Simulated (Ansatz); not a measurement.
# Cs2AgBiBr6: the cost of one run

Program: Ansatz 0.2.0. Level of theory: DFT, PBE, no spin polarisation, plane waves, PAW. These are calculated values, not measurements.

## 1. Geometry

Symmetry: Fm-3m, No. 225, cubic system. Conventional cell: a = 11.251 Å, b = 11.251 Å, c = 11.251 Å, α = 90.00°, β = 90.00°, γ = 90.00°. Bi (site symmetry m-3m) has 6 Br at 2.82 Å as nearest neighbours. Around Ag (site symmetry m-3m) lie 6 Br at 2.81 Å. Cs (site symmetry -43m) has 12 Br at 3.98 Å as nearest neighbours. Br (site symmetry 4mm) is surrounded by 1 Ag at 2.81 Å and 1 Bi at 2.82 Å and 4 Cs at 3.98 Å.

Coordinates:

```
Bi Ag Cs Br
1.0
     0.00000    5.62542    5.62542
     5.62542    0.00000    5.62542
     5.62542    5.62542    0.00000
Bi Ag Cs Br
1 1 2 6
Direct
  0.00000 0.00000 0.00000
  0.50000 0.50000 0.50000
  0.25000 0.25000 0.25000
  0.75000 0.75000 0.75000
  0.25055 0.74945 0.25055
  0.25055 0.74945 0.74945
  0.74945 0.25055 0.74945
  0.74945 0.25055 0.25055
  0.25055 0.25055 0.74945
  0.74945 0.74945 0.25055
```

The run starts from a saved solution of this cell (checkpoint.read), perhaps found on another mesh.

## 2. The run

Input file input.yaml:

```yaml
crystal:
  lattice:
    - [0.0, 5.625424, 5.625424]
    - [5.625424, 0.0, 5.625424]
    - [5.625424, 5.625424, 0.0]
  atoms:
    - { symbol: Bi, position: [0.0, 0.0, 0.0] }
    - { symbol: Ag, position: [0.5, 0.5, 0.5] }
    - { symbol: Cs, position: [0.25, 0.25, 0.25] }
    - { symbol: Cs, position: [0.75, 0.75, 0.75] }
    - { symbol: Br, position: [0.25055, 0.74945, 0.25055] }
    - { symbol: Br, position: [0.25055, 0.74945, 0.74945] }
    - { symbol: Br, position: [0.74945, 0.25055, 0.74945] }
    - { symbol: Br, position: [0.74945, 0.25055, 0.25055] }
    - { symbol: Br, position: [0.25055, 0.25055, 0.74945] }
    - { symbol: Br, position: [0.74945, 0.74945, 0.25055] }
  symmetry: { tolerance: 0.0003 }
kpoints:
  mp_grid: { grid: [4, 4, 4], shift: [0, 0, 0] }
  band_path:
    path:
      - [0.0, 0.0, 0.0]
      - [0.5, 0.0, 0.5]
      - [0.625, 0.25, 0.625]
      - [0.375, 0.375, 0.75]
      - [0.0, 0.0, 0.0]
      - [0.5, 0.5, 0.5]
      - [0.5, 0.25, 0.75]
      - [0.5, 0.0, 0.5]
    npoints: 8
magnetization:
  spin_polarized: false
scf:
  occupations: { method: fermi_dirac }
  lower_state_search: "off"
  max_iter: 200
hamiltonian:
  pseudopotentials: { kind: paw }
  xc: pbe
basis:
  ecutwfc: 420
  fft_grid_basis: typed
output:
  forces: true
  stress: true
  eigenvalues: true
  bader: true
  populations: true
  elf: true
  write_potential: true
  volumetric_format: npy
  dos:
    e_range: [-12, 8]
    de: 0.05
    projected: { site_lists: { Ag: [Ag], Bi: [Bi], Br: [Br], Cs: [Cs] } }
checkpoint:
  read: saved_state
```

Started as:

```
> ansatz run input.yaml --threads 1 --pin off --max-ram 2560MiB --backend cpu --events-out ev --progress --plain --runs-dir out
```

**Question.** How long does this run take on 1 thread of an Arm CPU, shared host, and how much memory does it need?

About 95 s, with a peak of 0.91 GiB.
